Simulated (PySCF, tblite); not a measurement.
**C8H9N: a rotation path, then NMR shifts on frames**

Aim: move C8H9N (`C=C/C=C(/C#N)C(=C)C`) away from its starting geometry and see how NMR shifts follow the geometry.

Computed with tblite 0.8.0 and PySCF 2.14.0, with density-fitted response routines of our own, on a single molecule in the gas phase. Atoms are numbered from 0 throughout.

## 1. The molecule as given

18 atoms, charge 0, multiplicity 1; geometry from: GFN2-xTB.

Bonds of the start (Å): C0–C1 1.33, C1–C2 1.44, C2–C3 1.35, C3–C4 1.41, C4–N5 1.15, C3–C6 1.47, C6–C7 1.33, C6–C8 1.50, C0–H9 1.08, C0–H10 1.08, C1–H11 1.08, C2–H12 1.08, C7–H13 1.08, C7–H14 1.08, C8–H15 1.09, C8–H16 1.09, C8–H17 1.09.

## 2. The rotation path with GFN2-xTB

Job settings and geometry (Å):

```
{"job": {"kind": "neb", "xc": "GFN2-xTB", "basis": "xTB", "atoms": [4, 3, 6, 8], "turn": 180}, "charge": 0, "multiplicity": 1}
C      1.884755    -1.909359    -1.799733
C      1.105064    -1.013074    -1.196727
C      0.936250    -0.963177     0.229711
C      0.068816    -0.161699     0.888958
C      0.097715    -0.161276     2.301808
N      0.116106    -0.160711     3.449408
C     -0.925808     0.734792     0.271197
C     -1.730895     0.312866    -0.696876
C     -0.988546     2.119787     0.841104
H      2.410925    -2.665990    -1.240860
H      2.013069    -1.924790    -2.867970
H      0.574568    -0.271258    -1.778383
H      1.590283    -1.601030     0.812663
H     -1.704149    -0.699421    -1.062926
H     -2.466132     0.965674    -1.136422
H     -0.031870     2.625674     0.709381
H     -1.765789     2.702137     0.353458
H     -1.193120     2.077172     1.910556
```

With the program's defaults for keys left out, this is: GFN2-xTB climbing-image nudged elastic band, gas phase.

On the command line:

```bash
OMP_NUM_THREADS=1 python probes_run.py task.json out
```

One launch serves the whole session: the jobs run in the order shown.

What it wrote:

```text
image   E - E0 / eV
  0       0.0000
  1       0.0492
  2       0.0842
  3       0.1056
  4       0.1057
  5       0.1082
  6       0.0643
  7       0.0420
  8      -0.0000
```

Wall time 13 s (1 thread of Intel Xeon Platinum 8375C at 2.90GHz, shared host); peak memory 0.19 GiB.

The final band, with the dihedral C4–C3–C6–C8:

| image | dihedral (°) | energy (eV) | energy (kcal/mol) |
| --- | --- | --- | --- |
| 0 | 46 | 0.000 | 0.0 |
| 1 | 80 | 0.049 | 1.1 |
| 2 | 116 | 0.084 | 1.9 |
| 3 | 149 | 0.106 | 2.4 |
| 4 | 185 | 0.106 | 2.4 |
| 5 | 219 | 0.108 | 2.5 |
| 6 | 250 | 0.064 | 1.5 |
| 7 | 284 | 0.042 | 1.0 |
| 8 | 314 | 0.000 | 0.0 |

## 3. Shielding tensors: image 0, PBE0/pcSseg-1

Job settings and geometry (Å):

```
{"job": {"kind": "nmr", "xc": "PBE0", "basis": "pcSseg-1", "pop": false}, "charge": 0, "multiplicity": 1}
C      1.884800    -1.909400    -1.799700
C      1.105100    -1.013100    -1.196700
C      0.936200    -0.963200     0.229700
C      0.068800    -0.161700     0.889000
C      0.097700    -0.161300     2.301800
N      0.116100    -0.160700     3.449400
C     -0.925800     0.734800     0.271200
C     -1.730900     0.312900    -0.696900
C     -0.988500     2.119800     0.841100
H      2.410900    -2.666000    -1.240900
H      2.013100    -1.924800    -2.868000
H      0.574600    -0.271300    -1.778400
H      1.590300    -1.601000     0.812700
H     -1.704100    -0.699400    -1.062900
H     -2.466100     0.965700    -1.136400
H     -0.031900     2.625700     0.709400
H     -1.765800     2.702100     0.353500
H     -1.193100     2.077200     1.910600
```

With the program's defaults for keys left out, this is: GIAO PBE0/pcSseg-1 NMR shielding, non-relativistic, gas phase.

What it wrote:

```text
coarse grid: 15336 points
cycle   1  E = -364.3381970342  dE =  1.274e+00  |g| = 5.088e-01  |ddm| = 4.060e+00
cycle   2  E = -364.2081153424  dE =  1.301e-01  |g| = 9.358e-01  |ddm| = 1.337e+00
cycle   3  E = -364.3957902720  dE = -1.877e-01  |g| = 1.922e-01  |ddm| = 9.342e-01
cycle   4  E = -364.4045180165  dE = -8.728e-03  |g| = 3.767e-02  |ddm| = 1.906e-01
cycle   5  E = -364.4048280087  dE = -3.100e-04  |g| = 1.360e-02  |ddm| = 5.445e-02
cycle   6  E = -364.4048722389  dE = -4.423e-05  |g| = 3.221e-03  |ddm| = 1.616e-02
cycle   7  E = -364.4048745799  dE = -2.341e-06  |g| = 1.203e-03  |ddm| = 3.752e-03
final grid: 149008 points
cycle   8  E = -364.4586151597  dE = -5.227e-05  |g| = 8.084e-03  |ddm| = 5.198e-02
cycle   9  E = -364.4586146868  dE =  4.729e-07  |g| = 8.287e-03  |ddm| = 1.500e-02
cycle  10  E = -364.4586317707  dE = -1.708e-05  |g| = 1.537e-03  |ddm| = 7.900e-03
cycle  11  E = -364.4586323396  dE = -5.689e-07  |g| = 4.906e-04  |ddm| = 1.772e-03
cycle  12  E = -364.4586323877  dE = -4.807e-08  |g| = 2.056e-04  |ddm| = 5.792e-04
cycle  13  E = -364.4586323959  dE = -8.196e-09  |g| = 7.107e-05  |ddm| = 1.979e-04
cycle  14  E = -364.4586323971  dE = -1.222e-09  |g| = 1.274e-05  |ddm| = 7.503e-05
cycle  15  E = -364.4586323971  dE = -2.899e-11  |g| = 5.506e-06  |ddm| = 1.396e-05
converged SCF energy = -364.4586323971

GIAO shielding tensors (ppm)
atom      isotropic    diamagn.    paramagn.     s11        s22        s33       span
  0 C       53.945     252.736    -198.791    -56.578     56.117    162.297    218.875
  1 C       45.254     256.051    -210.797    -71.475     41.284    165.953    237.428
  2 C       33.724     253.177    -219.453    -72.727     31.951    141.946    214.673
  3 C       63.393     258.335    -194.943    -36.219     84.483    141.914    178.133
  4 C       62.705     260.125    -197.420    -56.874    -46.390    291.379    348.254
  5 N      -52.503     341.782    -394.285   -203.411   -178.600    224.502    427.914
  6 C       38.803     259.269    -220.466    -78.974     42.391    152.993    231.967
  7 C       59.293     254.552    -195.259    -42.957     71.720    149.115    192.072
  8 C      161.529     245.438     -83.909    147.734    151.185    185.667     37.933
  9 H       25.751      30.168      -4.417     22.264     25.297     29.692      7.429
 10 H       25.898      28.898      -2.999     23.078     25.163     29.454      6.377
 11 H       24.467      33.800      -9.333     20.450     22.430     30.521     10.071
 12 H       24.682      32.852      -8.170     21.339     23.439     29.268      7.928
 13 H       26.430      32.816      -6.386     22.889     25.681     30.720      7.831
 14 H       26.042      31.014      -4.972     23.323     25.233     29.569      6.246
 15 H       29.825      29.081       0.744     26.463     28.037     34.976      8.513
 16 H       29.768      28.777       0.991     25.886     28.401     35.017      9.130
 17 H       29.024      28.131       0.893     24.502     28.827     33.742      9.239
```

Run time: 49 s. Hardware: 1 thread of Intel Xeon Platinum 8375C at 2.90GHz, shared host; peak memory 0.88 GiB.

The references, computed at this level on geometries of the same kind, shield at (ppm): 1H TMS 31.72, 13C TMS 186.9, 15N NH3 267.7. Their shielding less the atom's gives the shift. The references are single molecules in the gas phase, so shifts against H2O, NH3, PH3, H3PO4 or CFCl3 are not on the usual liquid scales and can be off by tens of ppm. Each atom is listed at this fixed geometry, with no averaging over motion; a spectrum would average atoms that exchange fast.

| atoms | environment | σ (ppm) | δ (ppm) |
| --- | --- | --- | --- |
| C2 | alkene CH | 33.7 | 153.2 |
| C6 | fully substituted alkene carbon | 38.8 | 148.1 |
| C1 | alkene CH | 45.3 | 141.7 |
| C0 | terminal =CH2 carbon | 53.9 | 133.0 |
| C7 | terminal =CH2 carbon | 59.3 | 127.6 |
| C4 | nitrile carbon | 62.7 | 124.2 |
| C3 | fully substituted alkene carbon | 63.4 | 123.5 |
| C8 | allylic methyl carbon | 161.5 | 25.4 |
| H11 | hydrogen on an alkene CH | 24.47 | 7.25 |
| H12 | hydrogen on an alkene CH | 24.68 | 7.04 |
| H9 | hydrogen on a terminal =CH2 carbon | 25.75 | 5.97 |
| H10 | hydrogen on a terminal =CH2 carbon | 25.90 | 5.82 |
| H14 | hydrogen on a terminal =CH2 carbon | 26.04 | 5.68 |
| H13 | hydrogen on a terminal =CH2 carbon | 26.43 | 5.29 |
| H17 | hydrogen on an allylic methyl carbon | 29.02 | 2.69 |
| H16 | hydrogen on an allylic methyl carbon | 29.77 | 1.95 |
| H15 | hydrogen on an allylic methyl carbon | 29.83 | 1.89 |
| N5 | nitrile nitrogen | -52.5 | 320.2 |

Orbitals, density, ELF and potential are computed afterwards from the orbital file.

Frontier orbitals at PBE0/pcSseg-1, with the share of their density that lies nearest to each atom:

| orbital | energy (eV) | lies on |
| --- | --- | --- |
| HOMO | -7.00 | C0, C3 about 18 % each; C2, C7 about 13 % each; N5 9 % |
| LUMO | -2.15 | C0, C2, C3 about 18 % each; N5 10 %; C1, C7 about 6 % each |

ELF in a plane through or near 8 of the atoms.

Values, 10 rows by 14 columns:
```
0.00 0.00 0.00 0.00 0.00 0.00 0.00 0.00 0.00 0.00 0.00 0.00 0.00 0.00
0.00 0.00 0.00 0.00 0.00 0.00 0.00 0.04 0.37 0.35 0.01 0.00 0.00 0.00
0.00 0.00 0.00 0.00 0.00 0.05 0.00 0.38 0.70 0.81 0.24 0.00 0.00 0.00
0.00 0.00 0.02 0.03 0.25 1.00 0.32 0.58 0.54 0.41 0.01 0.00 0.00 0.00
0.00 0.01 0.98 0.99 0.04 0.60 0.33 0.20 0.37 0.26 0.99 0.71 0.00 0.00
0.00 0.01 0.23 0.29 0.91 0.19 0.13 0.53 0.29 0.70 0.57 0.06 0.00 0.00
0.00 0.01 0.89 0.86 0.07 0.95 0.18 0.73 0.54 0.07 0.97 0.45 0.00 0.00
0.00 0.00 0.00 0.00 0.00 0.01 0.01 0.19 0.65 0.16 0.00 0.00 0.00 0.00
0.00 0.00 0.00 0.00 0.00 0.00 0.00 0.00 0.00 0.00 0.00 0.00 0.00 0.00
0.00 0.00 0.00 0.00 0.00 0.00 0.00 0.00 0.00 0.00 0.00 0.00 0.00 0.00
```
The map spans 12.8 Å across and 11.3 Å up, centred on the molecule. Atoms in the plane (x, y in Å): C0 (-3.2, -0.2), C1 (-1.9, -0.3), C2 (-1.1, 0.9), C3 (0.3, 0.8), C6 (1.1, -0.4), H9 (-3.7, 0.7), H12 (-1.6, 1.8), H17 (3.0, 0.6).

On the surface of density 0.002 e/bohr³ the electrostatic potential runs, from the 1st to the 99th percentile, from -1.78 V near N5 to 1.13 V near H12.

## 4. NMR shieldings: image 2, PBE0/pcSseg-1

Job settings and geometry (Å):

```
{"job": {"kind": "nmr", "xc": "PBE0", "basis": "pcSseg-1", "pop": false}, "charge": 0, "multiplicity": 1}
C      2.312900    -1.361700    -1.667600
C      1.312800    -0.706400    -1.081100
C      0.880300    -0.984100     0.261800
C     -0.169200    -0.409700     0.885300
C     -0.494900    -0.824200     2.195700
N     -0.766100    -1.140300     3.265300
C     -1.080100     0.627200     0.338800
C     -2.371300     0.361300     0.198800
C     -0.486100     1.972300     0.047100
H      2.848400    -2.147700    -1.160800
H      2.623300    -1.138900    -2.673500
H      0.780900     0.060300    -1.626000
H      1.440300    -1.743700     0.794700
H     -2.784600    -0.602700     0.444000
H     -3.060200     1.097400    -0.179100
H      0.299400     1.910300    -0.703100
H     -1.254700     2.655500    -0.305300
H     -0.039800     2.381500     0.953300
```

With the program's defaults for keys left out, this is: GIAO PBE0/pcSseg-1 NMR shielding, non-relativistic, gas phase.

What it wrote:

```text
coarse grid: 15336 points
cycle   1  E = -364.3314634265  dE =  1.272e+00  |g| = 5.124e-01  |ddm| = 4.062e+00
cycle   2  E = -364.1975340907  dE =  1.339e-01  |g| = 9.449e-01  |ddm| = 1.349e+00
cycle   3  E = -364.3905328905  dE = -1.930e-01  |g| = 1.937e-01  |ddm| = 9.412e-01
cycle   4  E = -364.3994280291  dE = -8.895e-03  |g| = 3.761e-02  |ddm| = 1.926e-01
cycle   5  E = -364.3997378373  dE = -3.098e-04  |g| = 1.342e-02  |ddm| = 5.264e-02
cycle   6  E = -364.3997802843  dE = -4.245e-05  |g| = 3.337e-03  |ddm| = 1.494e-02
cycle   7  E = -364.3997828431  dE = -2.559e-06  |g| = 1.211e-03  |ddm| = 3.916e-03
final grid: 149008 points
cycle   8  E = -364.4548206606  dE = -4.471e-05  |g| = 7.969e-03  |ddm| = 4.661e-02
cycle   9  E = -364.4548193904  dE =  1.270e-06  |g| = 8.311e-03  |ddm| = 1.485e-02
cycle  10  E = -364.4548369146  dE = -1.752e-05  |g| = 1.440e-03  |ddm| = 7.932e-03
cycle  11  E = -364.4548374795  dE = -5.649e-07  |g| = 3.577e-04  |ddm| = 1.762e-03
cycle  12  E = -364.4548375057  dE = -2.619e-08  |g| = 1.801e-04  |ddm| = 4.825e-04
cycle  13  E = -364.4548375118  dE = -6.064e-09  |g| = 7.315e-05  |ddm| = 1.743e-04
cycle  14  E = -364.4548375129  dE = -1.163e-09  |g| = 1.668e-05  |ddm| = 6.846e-05
cycle  15  E = -364.4548375130  dE = -5.173e-11  |g| = 6.741e-06  |ddm| = 1.793e-05
converged SCF energy = -364.4548375130

GIAO shielding tensors (ppm)
atom      isotropic    diamagn.    paramagn.     s11        s22        s33       span
  0 C       53.641     252.339    -198.698    -53.851     53.643    161.130    214.981
  1 C       46.680     256.255    -209.574    -70.662     45.133    165.571    236.233
  2 C       35.380     252.684    -217.304    -72.770     37.820    141.089    213.859
  3 C       64.163     257.565    -193.402    -35.325     82.114    145.701    181.026
  4 C       61.498     259.721    -198.224    -60.776    -46.493    291.762    352.538
  5 N      -48.188     341.536    -389.724   -188.231   -176.971    220.637    408.868
  6 C       38.412     258.018    -219.606    -79.954     47.460    147.730    227.684
  7 C       58.833     251.376    -192.543    -50.065     74.584    151.981    202.046
  8 C      160.009     246.092     -86.083    143.724    151.102    185.201     41.476
  9 H       25.879      29.996      -4.118     22.581     25.402     29.652      7.071
 10 H       25.866      28.751      -2.885     23.227     25.036     29.335      6.107
 11 H       24.794      33.707      -8.913     21.224     22.682     30.475      9.251
 12 H       24.855      32.658      -7.803     21.749     23.604     29.212      7.463
 13 H       26.171      31.278      -5.106     22.714     25.195     30.604      7.890
 14 H       25.999      30.301      -4.302     22.847     25.486     29.663      6.816
 15 H       29.454      30.585      -1.132     24.794     29.432     34.135      9.341
 16 H       29.675      29.555       0.120     26.027     28.020     34.979      8.953
 17 H       29.521      28.662       0.859     25.891     28.115     34.556      8.664
```

Wall time 38 s (1 thread of Intel Xeon Platinum 8375C at 2.90GHz, shared host); peak memory 0.96 GiB.

Key values: δ C2 151.5, C6 148.5, C1 140.2, C0 133.3, H11 6.92, H12 6.86 ppm.

(Part 1 of 2 ends here.)
